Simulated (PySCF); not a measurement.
# A gas-phase reaction: AlH3O2S + BH3 → AlBH4O2S + H2

Aim: the reaction energy of `[OH][Al]([OH])[SH]` + `B` → `B[S][Al]([OH])[OH]` + `[H][H]`.

Computed with PySCF 2.14.0; each step states its level. No surroundings beyond the atoms listed, unless a continuum is named. Atoms count from 0, parts from 1.

## (1) Starting point

Each species was relaxed by itself at PBE0-D3(BJ)/def2-SVPD.

## (2) Reaction energy: wB97M-D3(BJ)/def2-TZVPD

The job: settings as JSON, then the geometry in Å.

```
{"job": {"kind": "react", "xc": "wB97M-D3(BJ)", "basis": "def2-TZVPD"}, "charge": 0, "multiplicity": 1}
-1 AlH3O2S charge 0 multiplicity 1
O     -1.335820     0.393950    -0.871840
Al     0.032800    -0.116110     0.005930
O      0.441040    -1.769870     0.091910
S      1.217370     1.420970     0.998240
H     -1.941390    -0.183180    -1.336970
H      1.183850    -2.151750     0.558120
H      0.402170     2.405960     0.554640

-1 BH3 charge 0 multiplicity 1
B      0.002520     0.000320    -0.000310
H     -0.861350    -0.838360    -0.009340
H     -0.291900     1.167820     0.004320
H      1.160790    -0.328490     0.003760

+1 AlBH4O2S charge 0 multiplicity 1
O     -1.292800     0.717440    -1.015530
Al    -0.679130     0.327200     0.524120
O     -1.582380     0.719410     1.916220
S      1.263910    -0.677570     0.741780
B      1.733400    -0.853100    -0.982940
H     -2.131350     1.159530    -1.151390
H     -1.331400     0.534720     2.820900
H      1.028190    -0.455840    -1.869610
H      2.791150    -1.387950    -1.190160

+1 H2 charge 0 multiplicity 1
H      0.380080     0.002200    -0.012940
H     -0.380080    -0.002200     0.012940
```

Method: wB97M-D3(BJ)/def2-TZVPD reaction energy of separated species, gas phase.

Run with:

```
$ OMP_NUM_THREADS=1 python cluster_run.py task.json out
```

This one command runs all jobs of the session in turn.

Log:

```text
species 1 (AlH3O2S)
coarse grid: 30448 points
cycle   1  E = -793.0632953063  dE =  2.109e-01  |g| = 9.880e-01  |ddm| = 2.239e+00
cycle   2  E = -793.0207991673  dE =  4.250e-02  |g| = 1.177e+00  |ddm| = 1.504e+00
cycle   3  E = -793.2508368525  dE = -2.300e-01  |g| = 5.597e-02  |ddm| = 7.763e-01
cycle   4  E = -793.2518052370  dE = -9.684e-04  |g| = 2.302e-02  |ddm| = 8.238e-02
cycle   5  E = -793.2519708640  dE = -1.656e-04  |g| = 6.967e-03  |ddm| = 2.721e-02
cycle   6  E = -793.2519892608  dE = -1.840e-05  |g| = 2.350e-03  |ddm| = 1.173e-02
cycle   7  E = -793.2519911262  dE = -1.865e-06  |g| = 1.376e-03  |ddm| = 3.012e-03
final grid: 62168 points
cycle   8  E = -793.2520229602  dE = -1.832e-07  |g| = 1.603e-03  |ddm| = 3.086e-03
cycle   9  E = -793.2520228087  dE =  1.514e-07  |g| = 1.944e-03  |ddm| = 1.921e-03
cycle  10  E = -793.2520234113  dE = -6.026e-07  |g| = 6.295e-05  |ddm| = 1.073e-03
cycle  11  E = -793.2520234165  dE = -5.214e-09  |g| = 2.860e-05  |ddm| = 1.804e-04
cycle  12  E = -793.2520234170  dE = -4.504e-10  |g| = 3.989e-06  |ddm| = 6.452e-05
converged SCF energy = -793.2520234170

species 2 (BH3)
coarse grid: 12600 points
cycle   1  E = -26.6116529772  dE = -2.473e-01  |g| = 9.645e-02  |ddm| = 1.124e+00
cycle   2  E = -26.6159605998  dE = -4.308e-03  |g| = 2.771e-02  |ddm| = 1.105e-01
cycle   3  E = -26.6162864255  dE = -3.258e-04  |g| = 8.167e-03  |ddm| = 3.407e-02
cycle   4  E = -26.6163206422  dE = -3.422e-05  |g| = 8.492e-04  |ddm| = 1.284e-02
cycle   5  E = -26.6163212403  dE = -5.981e-07  |g| = 1.190e-04  |ddm| = 1.678e-03
final grid: 27328 points
cycle   6  E = -26.6163027864  dE = -1.568e-08  |g| = 4.039e-05  |ddm| = 8.880e-04
cycle   7  E = -26.6163027876  dE = -1.180e-09  |g| = 1.161e-05  |ddm| = 1.415e-04
cycle   8  E = -26.6163027877  dE = -1.253e-10  |g| = 3.135e-06  |ddm| = 3.174e-05
converged SCF energy = -26.6163027877

species 3 (AlBH4O2S)
coarse grid: 38096 points
cycle   1  E = -818.5298602222  dE =  3.394e-01  |g| = 9.912e-01  |ddm| = 2.527e+00
cycle   2  E = -818.4884472511  dE =  4.141e-02  |g| = 1.181e+00  |ddm| = 1.484e+00
cycle   3  E = -818.7211144065  dE = -2.327e-01  |g| = 5.778e-02  |ddm| = 7.746e-01
cycle   4  E = -818.7221483224  dE = -1.034e-03  |g| = 2.694e-02  |ddm| = 9.127e-02
cycle   5  E = -818.7223657419  dE = -2.174e-04  |g| = 8.373e-03  |ddm| = 3.199e-02
cycle   6  E = -818.7223891832  dE = -2.344e-05  |g| = 2.263e-03  |ddm| = 1.181e-02
cycle   7  E = -818.7223909195  dE = -1.736e-06  |g| = 1.430e-03  |ddm| = 3.157e-03
final grid: 78752 points
cycle   8  E = -818.7223721472  dE = -1.495e-07  |g| = 1.674e-03  |ddm| = 3.563e-03
cycle   9  E = -818.7223719673  dE =  1.799e-07  |g| = 2.038e-03  |ddm| = 2.123e-03
cycle  10  E = -818.7223726290  dE = -6.616e-07  |g| = 5.908e-05  |ddm| = 1.101e-03
cycle  11  E = -818.7223726330  dE = -4.047e-09  |g| = 3.236e-05  |ddm| = 1.525e-04
cycle  12  E = -818.7223726336  dE = -5.789e-10  |g| = 4.879e-06  |ddm| = 7.345e-05
converged SCF energy = -818.7223726336

species 4 (H2)
coarse grid: 4944 points
cycle   1  E = -1.1694181385  dE = -2.751e-01  |g| = 9.865e-03  |ddm| = 4.504e-01
cycle   2  E = -1.1694523843  dE = -3.425e-05  |g| = 1.161e-03  |ddm| = 9.676e-03
cycle   3  E = -1.1694530665  dE = -6.822e-07  |g| = 1.815e-04  |ddm| = 1.918e-03
final grid: 10744 points
cycle   4  E = -1.1694517666  dE = -2.405e-08  |g| = 4.113e-05  |ddm| = 3.869e-04
cycle   5  E = -1.1694517679  dE = -1.269e-09  |g| = 9.625e-06  |ddm| = 9.172e-05
cycle   6  E = -1.1694517680  dE = -7.523e-11  |g| = 3.020e-07  |ddm| = 2.871e-05
converged SCF energy = -1.1694517680

Reaction energy = -15.628 kcal/mol
```

Wall time 32 s (1 thread of Intel Xeon Platinum 8375C at 2.90GHz, shared host); peak memory 0.81 GiB.

Species by species (with the dispersion term, which the log's SCF energies lack):

```tsv
ν	species	energy (Eh)	HOMO (eV)
-1	[OH][Al]([OH])[SH]	-793.25740	-10.02
-1	B	-26.61783	-12.37
+1	B[S][Al]([OH])[OH]	-818.73047	-10.54
+1	[H][H]	-1.16967	-14.48
```

## (3) Reaction energy: PBE0-D3(BJ)/def2-TZVPD

Settings changed since step 2:

```diff
@@ -1,2 +1,2 @@
-{"job": {"kind": "react", "xc": "wB97M-D3(BJ)", "basis": "def2-TZVPD"}, "charge": 0, "multiplicity": 1}
+{"job": {"kind": "react", "xc": "PBE0", "basis": "def2-TZVPD", "disp": "d3bj"}, "charge": 0, "multiplicity": 1}
 -1 AlH3O2S charge 0 multiplicity 1
```

Level: PBE0-D3(BJ)/def2-TZVPD reaction energy of separated species, gas phase.

Log:

```text
species 1 (AlH3O2S)
coarse grid: 7280 points
cycle   1  E = -792.5024321853  dE =  3.105e-01  |g| = 1.085e+00  |ddm| = 2.347e+00
cycle   2  E = -792.0563013868  dE =  4.461e-01  |g| = 1.868e+00  |ddm| = 2.029e+00
cycle   3  E = -792.7128942768  dE = -6.566e-01  |g| = 1.142e-01  |ddm| = 1.358e+00
cycle   4  E = -792.7155354962  dE = -2.641e-03  |g| = 5.840e-02  |ddm| = 1.579e-01
cycle   5  E = -792.7163493774  dE = -8.139e-04  |g| = 8.957e-03  |ddm| = 5.897e-02
cycle   6  E = -792.7163604479  dE = -1.107e-05  |g| = 5.025e-03  |ddm| = 1.003e-02
cycle   7  E = -792.7163646766  dE = -4.229e-06  |g| = 1.296e-03  |ddm| = 3.710e-03
final grid: 62168 points
cycle   8  E = -792.7177513251  dE = -2.820e-05  |g| = 7.722e-03  |ddm| = 3.686e-02
cycle   9  E = -792.7177422037  dE =  9.121e-06  |g| = 1.038e-02  |ddm| = 1.187e-02
cycle  10  E = -792.7177601459  dE = -1.794e-05  |g| = 1.350e-03  |ddm| = 7.484e-03
cycle  11  E = -792.7177604408  dE = -2.949e-07  |g| = 2.364e-04  |ddm| = 1.147e-03
cycle  12  E = -792.7177604553  dE = -1.445e-08  |g| = 6.437e-05  |ddm| = 2.700e-04
cycle  13  E = -792.7177604562  dE = -9.475e-10  |g| = 2.175e-05  |ddm| = 6.119e-05
converged SCF energy = -792.7177604562

species 2 (BH3)
coarse grid: 2952 points
cycle   1  E = -26.5640310575  dE = -2.475e-01  |g| = 8.205e-02  |ddm| = 1.101e+00
cycle   2  E = -26.5663921098  dE = -2.361e-03  |g| = 2.616e-02  |ddm| = 1.219e-01
cycle   3  E = -26.5666141944  dE = -2.221e-04  |g| = 1.029e-02  |ddm| = 3.106e-02
cycle   4  E = -26.5666493879  dE = -3.519e-05  |g| = 4.267e-04  |ddm| = 8.931e-03
cycle   5  E = -26.5666494560  dE = -6.814e-08  |g| = 1.354e-05  |ddm| = 6.937e-04
final grid: 27328 points
cycle   6  E = -26.5657311157  dE = -1.020e-05  |g| = 2.066e-03  |ddm| = 1.703e-02
cycle   7  E = -26.5657318536  dE = -7.379e-07  |g| = 1.282e-03  |ddm| = 2.565e-03
cycle   8  E = -26.5657323876  dE = -5.340e-07  |g| = 3.463e-05  |ddm| = 1.113e-03
cycle   9  E = -26.5657323881  dE = -4.564e-10  |g| = 3.360e-06  |ddm| = 3.837e-05
converged SCF energy = -26.5657323881

species 3 (AlBH4O2S)
coarse grid: 8992 points
cycle   1  E = -817.9288754481  dE =  3.600e-01  |g| = 1.084e+00  |ddm| = 2.629e+00
cycle   2  E = -817.4729554742  dE =  4.559e-01  |g| = 1.878e+00  |ddm| = 2.046e+00
cycle   3  E = -818.1387385298  dE = -6.658e-01  |g| = 1.087e-01  |ddm| = 1.406e+00
cycle   4  E = -818.1410067037  dE = -2.268e-03  |g| = 5.866e-02  |ddm| = 1.574e-01
cycle   5  E = -818.1418483952  dE = -8.417e-04  |g| = 1.066e-02  |ddm| = 6.203e-02
cycle   6  E = -818.1418677623  dE = -1.937e-05  |g| = 5.091e-03  |ddm| = 1.094e-02
cycle   7  E = -818.1418729025  dE = -5.140e-06  |g| = 1.308e-03  |ddm| = 3.881e-03
final grid: 78752 points
cycle   8  E = -818.1420725513  dE = -3.580e-05  |g| = 8.457e-03  |ddm| = 5.733e-02
cycle   9  E = -818.1420593747  dE =  1.318e-05  |g| = 1.149e-02  |ddm| = 1.306e-02
cycle  10  E = -818.1420849781  dE = -2.560e-05  |g| = 1.161e-03  |ddm| = 8.180e-03
cycle  11  E = -818.1420851620  dE = -1.839e-07  |g| = 3.427e-04  |ddm| = 9.535e-04
cycle  12  E = -818.1420851930  dE = -3.107e-08  |g| = 8.663e-05  |ddm| = 3.372e-04
cycle  13  E = -818.1420851950  dE = -1.973e-09  |g| = 2.368e-05  |ddm| = 7.028e-05
cycle  14  E = -818.1420851952  dE = -1.471e-10  |g| = 7.969e-06  |ddm| = 2.728e-05
converged SCF energy = -818.1420851952

species 4 (H2)
coarse grid: 1240 points
cycle   1  E = -1.1670619534  dE = -2.327e-01  |g| = 2.266e-02  |ddm| = 4.588e-01
cycle   2  E = -1.1672493772  dE = -1.874e-04  |g| = 3.232e-03  |ddm| = 1.896e-02
cycle   3  E = -1.1672538327  dE = -4.456e-06  |g| = 9.770e-05  |ddm| = 2.761e-03
final grid: 10744 points
cycle   4  E = -1.1681369396  dE = -1.927e-06  |g| = 2.738e-04  |ddm| = 1.569e-03
cycle   5  E = -1.1681369678  dE = -2.824e-08  |g| = 3.987e-05  |ddm| = 2.445e-04
cycle   6  E = -1.1681369684  dE = -6.309e-10  |g| = 1.259e-06  |ddm| = 3.101e-05
converged SCF energy = -1.1681369684

Reaction energy = -17.679 kcal/mol
```

Wall time 19 s (1 thread of Intel Xeon Platinum 8375C at 2.90GHz, shared host); peak memory 0.67 GiB.

Reaction energy at this level: -17.68 kcal/mol.

## (4) Comparing the runs

Energies in kcal/mol, with wall time:

```tsv
run	reaction	time
wB97M-D3(BJ)/def2-TZVPD	-15.63	32 s
PBE0-D3(BJ)/def2-TZVPD	-17.68	19 s
```

## (5) What came out

| quantity | value |
| --- | --- |
| reaction energy (wB97M-D3(BJ)/def2-TZVPD) | -15.63 kcal/mol |
| ΔH, ΔG at 298 K (xTB thermal terms) | -17.1, -15.1 kcal/mol |
| range of the reaction energy over the runs of this table | -17.68 to -15.63 kcal/mol |

**Reading.** The reaction is exothermic by 17.1 kcal/mol in the gas phase; dispersion gives -0.88, and xTB itself gave -3.07 for the electronic energy (xTB energies and thermal terms come from the earlier relaxation of each species, not shown). No barrier was sought. xTB and this level differ widely in the electronic energy, so what comes from xTB (the thermal terms above all) is less safe here. The reaction energy runs from -17.68 (PBE0-D3(BJ)/def2-TZVPD) to -15.63 kcal/mol (wB97M-D3(BJ)/def2-TZVPD).
